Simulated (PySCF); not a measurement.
# Cl4Ta (Ta(Cl)4+): the cost of one run

Computed with PySCF 2.14.0. Level: several levels, as the steps say, no spin–orbit coupling.

### 1 The starting structure

5 atoms, charge 1, spin multiplicity 1.

Bond lengths: Ta1–Cl2 2.220 Å, Ta1–Cl3 2.220 Å, Ta1–Cl4 2.220 Å, Ta1–Cl5 2.220 Å. Angles: Cl2–Ta1–Cl3 109.5°, Cl2–Ta1–Cl4 109.5°, Cl2–Ta1–Cl5 109.5°, Cl3–Ta1–Cl4 109.5°, Cl3–Ta1–Cl5 109.5°, Cl4–Ta1–Cl5 109.5°.

Geometry (Å):

```csv
atom,x (Å),y (Å),z (Å)
Ta1,0.0000,0.0000,0.0000
Cl2,1.2817,1.2817,1.2817
Cl3,-1.2817,-1.2817,1.2817
Cl4,1.2817,-1.2817,-1.2817
Cl5,-1.2817,1.2817,-1.2817
```

Formal oxidation states: Ta +5. An earlier session relaxed this geometry at PBE0, Ta def2-SVP with ECP60, Cl def2-SVP (singlet, point group Td).

At PBE0 on the finer grid: E = -1896.590263 Eh, HOMO -15.30 eV, LUMO -8.93 eV, Mulliken charge on Ta1 +0.97 e, largest force component 0.006 eV/Å. 

Levels to run: TPSSh; PBE; r2SCAN; wB97X; PBE0, TZVP; PBE0, x2c-SVP. Hardware: 2 threads of Arm Neoverse V2, shared host.

### 2 TPSSh

Contents of run.py (the lines that set the calculation):

```python
mol = gto.M(atom='''
Ta     0.00000     0.00000     0.00000
Cl     1.28174     1.28174     1.28174
Cl    -1.28174    -1.28174     1.28174
Cl     1.28174    -1.28174    -1.28174
Cl    -1.28174     1.28174    -1.28174''',
    basis={'Ta': 'def2-SVP', 'Cl': 'def2-SVP'},
    ecp={'Ta': 'def2-SVP'},
    charge=1, spin=0)
mf = dft.RKS(mol, xc='TPSSH')
mf.grids.atom_grid = (75, 302)
mf = mf.density_fit()  # fitting sets: Ta def2-universal-JKFIT, Cl def2-universal-JKFIT
mf.conv_tol = 1e-08; mf.max_cycle = 55
mf.kernel(dm0)  # dm0: the density of the relaxed state
```

Run with:

```console
$ OMP_NUM_THREADS=2 python run.py
```

**Question.** How long does this run take on 2 threads of Arm Neoverse V2, shared host?

About 9.6 s.
